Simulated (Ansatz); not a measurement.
# Al: a tetragonal deformation path

The task, for Al: look for other minima along a tetragonal path.

Program: Ansatz 0.2.0. Level of theory: DFT r2SCAN, scalar-relativistic, plane waves, PAW. These are calculated values, not measurements.

## Step 1: The starting structure

The structure is cubic, space group Im-3m (No. 229). Conventional cell: a = 3.182 Å, b = 3.182 Å, c = 3.182 Å, α = 90.00°, β = 90.00°, γ = 90.00°. Around Al (site symmetry m-3m) lie 8 Al at 2.76 Å.

As a file:

```
Al
1.0
    -1.59122    1.59122    1.59122
     1.59122   -1.59122    1.59122
     1.59122    1.59122   -1.59122
Al
1
Direct
  0.00000 0.00000 0.00000
```

It goes back to an entry of the Materials Project, which need not be the stable form.

No relaxation comes first: the listed cell is the starting point.

## Step 2: The reference cell

Reference values: F = -540.2994 eV; pressure 0.49 GPa; largest force 0.000 eV/Å; gap on the mesh none (metal). It was computed beforehand with the settings of the runs below.

## Step 3: The scan: a tetragonal deformation path

At fixed volume and fractional coordinates, lengths along (0.000, 0.000, 1.000) are scaled against those across it; ρ is that ratio over its starting value.

## Step 4: ρ = 0.707

Input file input.yaml:

```yaml
crystal:
  lattice:
    - [-1.7861725054, 1.7861725054, 1.2628239613]
    - [1.7861725054, -1.7861725054, 1.2628239613]
    - [1.7861725054, 1.7861725054, -1.2628239613]
  atoms:
    - { symbol: Al, position: [0.0, 0.0, 0.0] }
basis:
  ecutwfc: 500
kpoints:
  mp_grid: { grid: [24, 24, 24] }
hamiltonian:
  xc: r2scan
scf:
  occupations: { method: gaussian, width: 0.15 }
output:
  forces: true
  stress: true
  eigenvalues: true
```

On the command line:

```bash
> ansatz run input.yaml --threads 1 --pin off --max-ram 2560MiB --backend cpu --events-out ev --progress --plain --runs-dir out
```

The session goes on with these runs: ρ = 1.414; point ρ = 0.850; ρ = 1.200; At ρ = 0.780; ρ = 1.300; ρ = 0.920; At ρ = 1.100; At ρ = 0.650; At ρ = 1.500; point ρ = 0.960; ρ = 1.050.

Q: Predict the outcome of this session. Wanted: highest point.

As calculated:

```
     quantity                        value
highest point  216.3 meV/atom at ρ = 0.650
```

The energy drops below the reference, by 112.0 meV/atom at ρ = 1.414; the cell was taken as given and not relaxed at this level. Further dips among the sampled points: ρ = 0.850 (-17.7 meV/atom); whether they survive relaxation was not tested. At ρ = 1.414 the cell takes another symmetry, Fm-3m, -112.0 meV/atom from the start at this fixed volume.
